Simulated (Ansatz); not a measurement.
# NbTe (Pm-3m) in Ansatz: settings compared

The runs below take NbTe through relaxation of cell and atoms, with PBE+D3(BJ), PBE+D4.

Program: Ansatz 0.2.0. These are calculated values, not measurements. Logs are shortened: lines on timing, memory, paths and dates and some standing lists are left out, and cuts for length are marked.

### 1 The crystal as given

It takes space group Pm-3m (No. 221, cubic). The conventional cell has a = 3.426 Å, b = 3.426 Å, c = 3.426 Å, α = 90.00°, β = 90.00°, γ = 90.00°. Nb (site symmetry m-3m) is surrounded by 8 Te at 2.97 Å. Te (site symmetry m-3m) has 8 Nb at 2.97 Å as nearest neighbours.

The cell was built by a generator and needn't be a form met in nature.

### 2 Relaxation of cell and atoms, PBE+D3(BJ)

File input.yaml:

```yaml
crystal:
  lattice:
    - [3.4257, 0.0, 0.0]
    - [0.0, 3.4257, 0.0]
    - [0.0, 0.0, 3.4257]
  atoms:
    - { symbol: Nb, position: [0.5, 0.5, 0.5] }
    - { symbol: Te, position: [0.0, 0.0, 0.0] }
hamiltonian:
  xc: pbe
  pseudopotentials: { kind: paw }
  dispersion: d3bj
kpoints:
  mp_grid: { grid: [8, 8, 8] }
scf:
  occupations: { method: fermi_dirac, width: 0.05 }
output:
  forces: true
  stress: true
  eigenvalues: true
  write_density: true
  write_potential: true
  elf: true
  volumetric_format: npy
relax:
  f_tol: 0.01
  max_steps: 40
  cell: { stress_tol: 0.05 }
```

Potentials or basis: Ansatz PAW.

On the command line:

```console
$ ansatz run input.yaml --threads 2 --pin off --max-ram 5632MiB --backend cpu --events-out ev --progress --plain --runs-dir out
```

Standard output:

```text
Warning: RAYON_NUM_THREADS=2 ignored (pool sized by the plan → 2); use --threads N
Engine: ansatz 0.2.0, x86_64-unknown-linux-gnu
Pseudopotentials: kind: paw
Pseudopotential: Nb, paw, valence charge 13, recommended cutoff 420 eV (normal), Nb.paw.azcp
Pseudopotential: Te, paw, valence charge 16, recommended cutoff 420 eV (normal), Te.paw.azcp
Functional definition: PBE
  parameter kappa = 0.804
  parameter beta = 0.06672455060314922
  exchange = pbe_x(kappa = kappa, mu = beta*pi^2/3)
  correlation = pbe_c(beta = beta)
Crystal: 2 atoms, lattice volume = 40.202 Å³
Basis set: ecut = 420 eV, 751 PW (Γ), exchange–correlation on 48×48×48 points (8 copies of the dense FFT grid, shifted against one another)
Bands: 19, of which v1, the nominal top of the filled ones, is band 15 counted from 1 (14 counted from 0)
Symmetry: 48 space group operations
Space group: Pm-3m (ITA 221), of the structure as read, at distance tolerance 3.4e-5 Å
k-points: 35 of 512
Non-local potential: Nb, projectors of the file, l = 0: 3, l = 1: 2, l = 2: 2, l = 3: 1
Non-local potential: Te, projectors of the file, l = 0: 2, l = 1: 2, l = 2: 2, l = 3: 2
PAW form: soft (Blöchl's): semilocal exchange-correlation on the pseudo side does not see the compensation charge
PAW one-centre angular grid: Nb, 590 points (default); XC on 64 Gauss nodes
PAW one-centre angular grid: Te, 590 points (default); XC on 64 Gauss nodes
Initial density: superposition of atomic densities (neutral atoms: chi_scale 0, normalization atom), corrected by the library's trained network
Initial wavefunctions: pseudopotential atomic-orbital guess
Functional: x = pbe(κ = 0.804, μ = 0.2195149727645171), c = pbe(β = 0.06672455060314922)
SCF iter   1: F=—  HF=-11533.755884 eV  |F-HF|=—  |Δ(HF+E_count)|=         —  Δρ=3.26e-3  dr2=3.06e-3  ethr=1.77e-3  ⟨swp⟩=5.9  Hψ=3320  notcnv=0
preconditioner: auto → none  [metal: Δε(μ)=0.070 eV  Ē_g=7.632 eV  σ=0.050 eV  W_gap=0.33  n_scr=6 (ndim 8)  ℏωp=19.4 eV  f_vac=0.000  D(μ)=2.44/eV (n_scr^D=26)  sad-step TF]
SCF iter   2: F=—  HF=-11533.755874 eV  |F-HF|=—  |Δ(HF+E_count)|=   9.73e-6  Δρ=2.13e-3  dr2=1.51e-3  ethr=1.05e-5  ⟨swp⟩=2.2  Hψ=1159  notcnv=0
SCF iter   3: F=—  HF=-11533.756135 eV  |F-HF|=—  |Δ(HF+E_count)|=   2.61e-4  Δρ=6.92e-4  dr2=1.66e-4  ethr=5.22e-6  ⟨swp⟩=2.0  Hψ=838  notcnv=0
SCF iter   4: F=—  HF=-11533.756035 eV  |F-HF|=—  |Δ(HF+E_count)|=   1.00e-4  Δρ=2.67e-4  dr2=1.52e-5  ethr=5.73e-7  ⟨swp⟩=2.0  Hψ=1091  notcnv=0
SCF iter   5: F=—  HF=-11533.756003 eV  |F-HF|=—  |Δ(HF+E_count)|=   3.25e-5  Δρ=2.41e-5  dr2=8.53e-8  ethr=5.26e-8  ⟨swp⟩=2.0  Hψ=1100  notcnv=0
SCF iter   6: F=-11533.756003 eV  HF=-11533.756003 eV  |F-HF|=6.63e-9  |Δ(HF+E_count)|=   1.12e-7  Δρ=5.33e-6  dr2=1.07e-8  ethr=2.94e-10  ⟨swp⟩=6.1  Hψ=3942  notcnv=0
SCF 1 converged in 6 iterations: F = -11533.756003 eV  dr2 = 1.07e-8
relax step   1: F+E_penalty+E_count = -11533.75600263 eV  Δ(F+E_penalty+E_count) = +0.000e0 eV  max|allowed force component| = 1.571e-29 eV/Å  Δτ_max = 0.0000 Å  P = -5.654 GPa  Ω = 40.202 Å³  (6 SCF iters, dr2 threshold 1.00e-7 eV, accepted)
Crystal: 2 atoms, lattice volume = 35.443 Å³
Basis set: ecut = 420 eV, 739 PW (Γ), exchange–correlation on 48×48×48 points (8 copies of the dense FFT grid, shifted against one another)
Initial density: handed on by an earlier stage of this run
Initial wavefunctions: those handed on with the density
iter 1 solved again at ethr=1.15e-4 eV; its pass at ethr=3.10e-3 eV (dr2=3.34e-2 eV) is discarded
SCF iter   1: F=—  HF=-11533.664120 eV  |F-HF|=—  |Δ(HF+E_count)|=         —  Δρ=7.26e-3  dr2=3.40e-2  ethr=1.15e-4  ⟨swp⟩=1.0  Hψ=3811  notcnv=0
preconditioner: auto → none  [metal: Δε(μ)=0.098 eV  Ē_g=8.462 eV  σ=0.050 eV  W_gap=0.41  n_scr=6 (ndim 8)  ℏωp=20.7 eV  f_vac=0.000  D(μ)=1.41/eV (n_scr^D=6)]
SCF iter   2: F=—  HF=-11533.656915 eV  |F-HF|=—  |Δ(HF+E_count)|=   7.21e-3  Δρ=2.63e-3  dr2=4.05e-3  ethr=1.15e-4  ⟨swp⟩=2.1  Hψ=901  notcnv=0
SCF iter   3: F=—  HF=-11533.656052 eV  |F-HF|=—  |Δ(HF+E_count)|=   8.63e-4  Δρ=2.71e-4  dr2=2.21e-5  ethr=1.40e-5  ⟨swp⟩=2.0  Hψ=814  notcnv=0
SCF iter   4: F=—  HF=-11533.656059 eV  |F-HF|=—  |Δ(HF+E_count)|=   6.97e-6  Δρ=5.62e-5  dr2=3.05e-7  ethr=7.63e-8  ⟨swp⟩=2.2  Hψ=926  notcnv=0
iter 5 did not close the SCF: its close was put off for the readings that it lacked (scf_convergence_deferred on its scf_iter line)
SCF iter   5: F=-11533.656060 eV  HF=-11533.656060 eV  |F-HF|=1.26e-8  |Δ(HF+E_count)|=   6.29e-7  Δρ=5.50e-6  dr2=1.22e-8  ethr=1.05e-9  ⟨swp⟩=2.8  Hψ=1217  notcnv=0
SCF iter   6: F=-11533.656060 eV  HF=-11533.656060 eV  |F-HF|=5.46e-11  |Δ(HF+E_count)|=   7.10e-9  Δρ=1.07e-6  dr2=2.37e-10  ethr=4.19e-11  ⟨swp⟩=5.0  Hψ=3786  notcnv=0
SCF 2 converged in 6 iterations: F = -11533.656060 eV  dr2 = 2.37e-10
relax step   2: F+E_penalty+E_count = -11533.65605960 eV  Δ(F+E_penalty+E_count) = +9.994e-2 eV  max|allowed force component| = 1.867e-29 eV/Å  Δτ_max = 0.0000 Å  P = +14.813 GPa  Ω = 35.443 Å³  energy of the carried Pulay correction = +1.033e-3 eV  (6 SCF iters, dr2 threshold 2.00e-7 eV, rejected (line search))
Crystal: 2 atoms, lattice volume = 38.765 Å³
iter 1 solved again at ethr=7.99e-5 eV; its pass at ethr=3.10e-3 eV (dr2=2.32e-2 eV) is discarded
SCF iter   1: F=—  HF=-11533.792003 eV  |F-HF|=—  |Δ(HF+E_count)|=         —  Δρ=5.59e-3  dr2=2.38e-2  ethr=7.99e-5  ⟨swp⟩=1.0  Hψ=3864  notcnv=0
preconditioner: auto → none  [metal: Δε(μ)=0.068 eV  Ē_g=7.925 eV  σ=0.050 eV  W_gap=0.31  n_scr=6 (ndim 8)  ℏωp=19.8 eV  f_vac=0.000  D(μ)=2.22/eV (n_scr^D=26)]
[... 18 lines left out ...]
SCF iter   5: F=-11533.787165 eV  HF=-11533.787165 eV  |F-HF|=8.00e-11  |Δ(HF+E_count)|=   3.04e-9  Δρ=6.96e-7  dr2=1.25e-10  ethr=6.28e-12  ⟨swp⟩=2.0  Hψ=1107  notcnv=0
SCF iter   6: F=-11533.787165 eV  HF=-11533.787165 eV  |F-HF|=5.46e-12  |Δ(HF+E_count)|=  1.46e-11  Δρ=6.28e-8  dr2=1.08e-12  ethr=1.00e-12  ⟨swp⟩=3.9  Hψ=3169  notcnv=0
SCF 4 converged in 6 iterations: F = -11533.787165 eV  dr2 = 1.08e-12
relax step   4: F+E_penalty+E_count = -11533.78716496 eV  Δ(F+E_penalty+E_count) = -7.251e-4 eV  max|allowed force component| = 2.564e-30 eV/Å  Δτ_max = 0.0000 Å  P = +0.075 GPa  Ω = 38.505 Å³  energy of the carried Pulay correction = +3.540e-4 eV  (6 SCF iters, dr2 threshold 2.00e-7 eV, accepted)
Crystal: 2 atoms, lattice volume = 38.524 Å³
iter 1 solved again at ethr=1.79e-9 eV; its pass at ethr=3.10e-3 eV (dr2=5.20e-7 eV) is discarded
SCF iter   1: F=—  HF=-11533.787187 eV  |F-HF|=—  |Δ(HF+E_count)|=         —  Δρ=2.89e-5  dr2=6.09e-7  ethr=1.79e-9  ⟨swp⟩=2.0  Hψ=3597  notcnv=0
preconditioner: auto → none  [metal: Δε(μ)=0.056 eV  Ē_g=7.924 eV  σ=0.050 eV  W_gap=0.26  n_scr=6 (ndim 8)  ℏωp=19.8 eV  f_vac=0.000  D(μ)=2.09/eV (n_scr^D=18)]
SCF iter   2: F=—  HF=-11533.787165 eV  |F-HF|=—  |Δ(HF+E_count)|=   2.14e-5  Δρ=1.03e-5  dr2=6.87e-8  ethr=1.79e-9  ⟨swp⟩=2.0  Hψ=755  notcnv=0
iter 3 did not close the SCF: its close was put off for the readings that it lacked (scf_convergence_deferred on its scf_iter line)
SCF iter   3: F=-11533.787165 eV  HF=-11533.787165 eV  |F-HF|=6.55e-11  |Δ(HF+E_count)|=   1.39e-8  Δρ=1.10e-6  dr2=3.27e-10  ethr=2.37e-10  ⟨swp⟩=2.0  Hψ=807  notcnv=0
iter 4 did not close the SCF: its close was put off for the readings that it lacked (scf_convergence_deferred on its scf_iter line)
SCF iter   4: F=-11533.787165 eV  HF=-11533.787165 eV  |F-HF|=1.46e-11  |Δ(HF+E_count)|=  1.82e-10  Δρ=2.68e-7  dr2=9.61e-12  ethr=1.13e-12  ⟨swp⟩=2.1  Hψ=879  notcnv=0
iter 5 did not close the SCF: its close was put off for the readings that it lacked (scf_convergence_deferred on its scf_iter line)
SCF iter   5: F=-11533.787165 eV  HF=-11533.787165 eV  |F-HF|=5.46e-12  |Δ(HF+E_count)|=  2.00e-11  Δρ=4.96e-8  dr2=6.47e-13  ethr=1.00e-12  ⟨swp⟩=1.0  Hψ=665  notcnv=0
iter 6 did not close the SCF: its close was put off for the readings that it lacked (scf_convergence_deferred on its scf_iter line)
SCF iter   6: F=-11533.787165 eV  HF=-11533.787165 eV  |F-HF|=3.64e-12  |Δ(HF+E_count)|=  1.82e-12  Δρ=4.35e-9  dr2=5.37e-15  ethr=1.00e-12  ⟨swp⟩=1.0  Hψ=665  notcnv=0
SCF iter   7: F=-11533.787165 eV  HF=-11533.787165 eV  |F-HF|=0.00e0  |Δ(HF+E_count)|=    0.00e0  Δρ=9.31e-10  dr2=1.79e-16  ethr=1.00e-12  ⟨swp⟩=3.0  Hψ=2205  notcnv=0
SCF 5 converged in 7 iterations: F = -11533.787165 eV  dr2 = 1.79e-16
relax step   5: F+E_penalty+E_count = -11533.78716541 eV  Δ(F+E_penalty+E_count) = -4.456e-7 eV  max|allowed force component| = 2.130e-29 eV/Å  Δτ_max = 0.0000 Å  P = +0.001 GPa  Ω = 38.524 Å³  energy of the carried Pulay correction = +3.499e-4 eV  (7 SCF iters, accepted)
Initial wavefunctions: pseudopotential atomic-orbital guess (no wavefunctions were taken with the density)
iter 1 solved again at ethr=6.44e-8 eV; its pass at ethr=3.10e-3 eV (dr2=1.87e-5 eV) is discarded
SCF iter   1: F=—  HF=-11533.786815 eV  |F-HF|=—  |Δ(HF+E_count)|=         —  Δρ=5.59e-5  dr2=1.61e-7  ethr=6.44e-8  ⟨swp⟩=3.0  Hψ=4973  notcnv=0
SCF iter   2: F=—  HF=-11533.786795 eV  |F-HF|=—  |Δ(HF+E_count)|=   2.02e-5  Δρ=2.68e-5  dr2=3.45e-8  ethr=5.57e-10  ⟨swp⟩=2.0  Hψ=1076  notcnv=0
SCF iter   3: F=—  HF=-11533.786795 eV  |F-HF|=—  |Δ(HF+E_count)|=   6.82e-8  Δρ=4.19e-6  dr2=9.83e-10  ethr=1.19e-10  ⟨swp⟩=2.0  Hψ=1117  notcnv=0
SCF iter   4: F=—  HF=-11533.786795 eV  |F-HF|=—  |Δ(HF+E_count)|=   2.52e-9  Δρ=7.22e-7  dr2=6.44e-11  ethr=3.39e-12  ⟨swp⟩=2.0  Hψ=1162  notcnv=0
iter 5 did not close the SCF: its close was put off for the readings that it lacked (scf_convergence_deferred on its scf_iter line)
SCF iter   5: F=-11533.786795 eV  HF=-11533.786795 eV  |F-HF|=1.82e-12  |Δ(HF+E_count)|=  5.46e-11  Δρ=4.08e-8  dr2=8.17e-13  ethr=1.00e-12  ⟨swp⟩=1.0  Hψ=665  notcnv=0
SCF iter   6: F=-11533.786795 eV  HF=-11533.786795 eV  |F-HF|=0.00e0  |Δ(HF+E_count)|=  1.82e-12  Δρ=9.06e-9  dr2=1.72e-14  ethr=1.00e-12  ⟨swp⟩=3.7  Hψ=2550  notcnv=0
SCF 6 converged in 6 iterations: F = -11533.786795 eV  dr2 = 1.72e-14
relax step   6: F+E_penalty+E_count = -11533.78679531 eV  Δ(F+E_penalty+E_count) = +3.701e-4 eV  max|allowed force component| = 8.809e-30 eV/Å  Δτ_max = 0.0000 Å  P = +0.004 GPa  Ω = 38.524 Å³  stress off target by 3.83e-3 GPa  SCF on the basis re-selected at this cell (its energy is not comparable with the rows above)  (6 SCF iters)
basis re-selected at this cell: Δ(F+E_penalty+E_count) = +3.701e-4 eV, ΔP = +0.003 GPa vs the last step (what re-selecting the basis moved, of the pressure what is left beyond the Pulay correction that the steps carried, after the strain that the cell walked since its last selection, with what the two solves' SCF thresholds leave and, on support functions, any second-order correction that the steps lacked; it is no measure of the basis error at this ecutwfc). This SCF's stress stands 3.83e-3 GPa from its target on what of the cell is left free (relax.cell.stress_tol is 5.00e-2 GPa) and its largest allowed force component is 8.81e-30 eV/Å (relax.f_tol is 1.00e-2 eV/Å): within both
SCF converged after 6 iterations
Free energy (F): -11533.786795 eV
Harris-Foulkes:  -11533.786795 eV  (|F-HF|=0.00e0)
Internal energy: -11533.768322 eV  (E = F + TS)
E sigma→0 (E₀):  -11533.777559 eV
Entropy (-TS):   -0.018473 eV (-9.236 meV/atom)
Fermi energy:    18.286077 eV
--- Per-component energies (eV) ---
  E_band       = -201.853001
  E_kinetic    = 579.339800
  E_local      = -1421.251940  (includes V_loc(G=0)·N_el)
  E_nonlocal   = -188.632651
  E_hartree    = 818.936060
  E_xc         = -301.629684
  E_vxc        = -319.797762  (∫ρ·V_xc dr)
  E_paw        = -7737.301703  (= ΣΔE_a)
  E_vpaw       = -489.382384  (= ΣTr[D̂ρ^β])
  E_aug_tail   = -0.000183  (compensation charges beyond the density's cutoff)
  E_ewald      = -3281.786360
  E_disp       = -1.441662  (pairwise vdW)
  E_smearing   = -0.018473  (= −TS)
  E_closure    = -0.000000  (closes the sum)
  Σ components = -11533.786795   (vs F -11533.786795, Δ=0.00e0)
--- Forces (eV/Å), atoms counted from 1 ---
  atom   1  Nb     0.00000000    -0.00000000     0.00000000
  atom   2  Te     0.00000000    -0.00000000    -0.00000000
  max |Σ_I F_I| component: 1.60e-29 eV/Å
--- Stress (GPa, compression-positive) ---
        0.003827      -0.000000      -0.000000
       -0.000000       0.003827      -0.000000
       -0.000000      -0.000000       0.003827
  P = ⅓ Tr σ = 0.0038 GPa (0.038 kbar)
--- Band table (eV; the first three rows and the last of 35) ---
  k-point 0: bands = ["-36.9102", "-19.5312", "-19.5312", "-19.5014", "-19.5014", "-19.5014", "-12.9372", "-12.9372", "-12.9372", "3.5888", "15.4292", "15.4292", "17.0899", "17.0899", "17.0899", "19.3893", "19.3893", "19.3893", "22.3180"]
  k-point 1: bands = ["-36.9079", "-19.5310", "-19.5262", "-19.5034", "-19.5034", "-19.5013", "-12.9726", "-12.9325", "-12.9325", "3.7879", "14.5100", "15.5262", "16.6840", "16.6840", "17.3279", "19.4110", "19.9435", "19.9435", "23.1711"]
  k-point 2: bands = ["-36.9025", "-19.5305", "-19.5143", "-19.5080", "-19.5080", "-19.5009", "-13.0570", "-12.9211", "-12.9211", "4.3406", "12.6304", "15.7830", "16.0180", "16.0180", "18.2962", "19.4643", "21.0971", "21.0971", "24.1514"]
  k-point 34: bands = ["-36.8656", "-19.5277", "-19.5277", "-19.5277", "-19.4778", "-19.4778", "-13.0814", "-13.0814", "-13.0814", "7.9754", "11.5580", "11.5580", "11.5580", "20.4074", "20.4074", "20.4074", "21.0469", "21.0469", "23.4078"]
--- Relaxed structure (5 steps of the walk, 4 accepted, 1 SCFs on fresh bases) ---
  F+E_penalty+E_count = -11533.78679531 eV   max|allowed force component| = 8.809e-30 eV/Å   (the final SCF, on the basis selected at the relaxed cell)
  cell:  # Å, volume = 38.5245 Å³
    - [3.3773728097514524, -3.209883240645393e-34, -1.2839532962581572e-34]
    - [-3.851859888774472e-34, 3.3773728097514524, -3.209883240645393e-35]
    - [0.0, -3.209883240645393e-35, 3.3773728097514524]
  atoms:
    - { symbol: Nb, position: [0.49999999999999994, 0.49999999999999994, 0.49999999999999994] }
    - { symbol: Te, position: [-5.272969908832382e-47, 2.6631161155719103e-48, 5.32623223114382e-49] }
```

Wall time 9.4 s (2 threads of Intel Xeon at 2.70GHz, shared host); peak memory 0.37 GiB.

What came out:

* Free energy: -11533.7868 eV
* Relaxed volume: 19.26 Å³/atom
* Relaxed cell: a = 3.377 Å, b = 3.377 Å, c = 3.377 Å, α = 90.00°, β = 90.00°, γ = 90.00°
* Space group after relaxing (to 0.05 Å): Pm-3m (No. 221)
* Energy gained by relaxing: 15.4 meV/atom
* Ionic steps: 5
* Pressure after relaxing: 0.0 GPa
* Band gap on the k mesh: none (metal or under the smearing width)

Step by step:
```tsv
step	energy change (eV)	largest force (eV/Å)	volume (Å³)
1	0.0000	0.0000	40.20
2	-0.0304	0.0000	38.76
3	-0.0312	0.0000	38.51
4	-0.0312	0.0000	38.52
5	-0.0308	0.0000	38.52
```

Final structure:
```
Nb Te
1.0
     3.37737    0.00000    0.00000
     0.00000    3.37737    0.00000
     0.00000    0.00000    3.37737
Nb Te
1 1
Direct
  0.50000 0.50000 0.50000
  0.00000 0.00000 0.00000
```

Caveat: the plane-wave basis is chosen anew once the cell has moved, so the energies of steps on either side of that aren't comparable; pairwise dispersion overbinds metals, which lowers pressure and volume.

(Part 1 of 2 ends here.)
